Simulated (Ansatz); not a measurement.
# Mo: the cost of one run

Method: DFT PBEsol, scalar-relativistic, plane waves, PAW, in Ansatz 0.2.0.

The COD entry's cell or inner coordinates are ideal or old and differ from later refinements, so a difference from it is no clean test against experiment.

**1. Starting point**

Symmetry: Im-3m, No. 229, cubic system. Conventional cell: a = 3.142 Å, b = 3.142 Å, c = 3.142 Å, α = 90.00°, β = 90.00°, γ = 90.00°. Mo (site symmetry m-3m) is surrounded by 8 Mo at 2.72 Å.

As a file:

```
Mo
1.0
    -1.57100    1.57100    1.57100
     1.57100   -1.57100    1.57100
     1.57100    1.57100   -1.57100
Mo
1
Direct
  0.00000 0.00000 0.00000
```

The cell is taken as given, not relaxed at this level.

**2. Zero of energy**

The reference gives a free energy of -4897.4705 eV, pressure -3.24 GPa, largest force 0.000 eV/Å and gap on the mesh none (metal). It was computed beforehand with the settings of the runs below.

**3. Setting up biaxial against axial strain**

The cell is strained by p along both x and y and by q along z, with fractional coordinates fixed.

**4. Point p = -0.030, q = -0.030**

input.yaml

```yaml
crystal:
  lattice:
    - [-1.52387, 1.52387, 1.52387]
    - [1.52387, -1.52387, 1.52387]
    - [1.52387, 1.52387, -1.52387]
  atoms:
    - { symbol: Mo, position: [0.0, 0.0, 0.0] }
basis:
  ecutwfc: 420
kpoints:
  mp_grid: { grid: [22, 22, 22] }
hamiltonian:
  xc: pbesol
scf:
  occupations: { method: gaussian, width: 0.15 }
output:
  forces: true
  stress: true
  eigenvalues: true
```

On the command line:

```console
$ ansatz run input.yaml --threads 1 --pin off --max-ram 2560MiB --backend cpu --events-out ev --progress --plain --runs-dir out
```

What time and memory should one allow on 1 thread of Arm Neoverse V1, shared host?

About 3.1 s, with a peak of 0.32 GiB.
